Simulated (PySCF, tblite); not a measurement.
# C6H4Cl2F radical: geometry, infrared bands and EPR parameters

Aim: predict the infrared bands and EPR parameters of C6H4Cl2F radical (`C[C]1C=C(Cl)C(Cl)=C1F`).

Programs: tblite 0.8.0 and PySCF 2.14.0, with density-fitted response routines of our own. Each step states its level of theory. These are calculated values for one molecule in the gas phase, unless marked as measured. Atoms count from 0, in the outputs and in this text.

**1. The molecule as given**

13 atoms, charge 0, multiplicity 2; geometry from: force field or distance geometry start.

Bonds of the start (Å): C0–C1 1.47, C1–C2 1.46, C2–C3 1.35, C3–Cl4 1.70, C3–C5 1.45, C5–Cl6 1.70, C5–C7 1.33, C7–F8 1.33, C7–C1 1.43, C0–H9 1.10, C0–H10 1.10, C0–H11 1.10, C2–H12 1.07.

**2. Optimising the geometry with GFN2-xTB**

Job settings and geometry (Å):

```
{"job": {"kind": "relax", "xc": "GFN2-xTB", "basis": "xTB"}, "charge": 0, "multiplicity": 2}
C     -1.723000    -0.938000     0.329300
C     -0.444900    -0.244400     0.117400
C      0.880800    -0.837800     0.293500
C      1.747600     0.129900    -0.073100
Cl     3.436400    -0.054800    -0.047100
C      1.031700     1.327800    -0.467100
Cl     1.760000     2.772100    -0.994700
C     -0.269300     1.101700    -0.345300
F     -1.277100     1.932300    -0.620700
H     -1.632500    -1.777000     1.028200
H     -2.481400    -0.252600     0.743700
H     -2.116100    -1.325400    -0.618500
H      1.083200    -1.833200     0.636700
```

Launch:

```sh
$ OMP_NUM_THREADS=1 python probes_run.py task.json out
```

The driver reads the jobs from task.json and runs them one after another.

**Question.** This job is followed by: GFN2-xTB harmonic vibrations, gas phase; UKS B3LYP, pcH-1 on C Cl F H, non-relativistic, mean-field spin-orbit, GIAO. What will the session give for the following? strongest single infrared mode (GFN2-xTB); zero-point energy (GFN2-xTB); g(iso) (B3LYP); ⟨S²⟩; largest a(iso) (averaged by class); potential on the surface of density 0.002 e/bohr³, 1st and 99th percentile.

As calculated:

```
                                                                  quantity                         value
                                 strongest single infrared mode (GFN2-xTB)         1432 cm⁻¹, 145 km/mol
                                              zero-point energy (GFN2-xTB)                 49.4 kcal/mol
                                                            g(iso) (B3LYP)                       2.00540
                                                                      ⟨S²⟩            0.765 (exact 0.75)
                                        largest a(iso) (averaged by class)  1H on H9, H10, H11, 44.5 MHz
potential on the surface of density 0.002 e/bohr³, 1st and 99th percentile            -0.66 V and 1.09 V
```

Relaxing lowered the energy by 0.170 eV in 26 steps; the close pair that moved most is C1–C2, from 1.463 to 1.403 Å. No mode is imaginary among the 33: a minimum at this level. The strongest single mode, at 1432 cm⁻¹, is carried by H10, H9, C1. Unscaled tight-binding wavenumbers are off by several per cent, some by more. Its intensities can rank the bands wrongly. The largest spin populations lie on C1 (0.48 e), C3 (0.44 e). The isotropic g lies 3.1 ppt above the free-electron value. The conformer search found further structures of the same energy, which may be mirror or relabelled copies of this one.
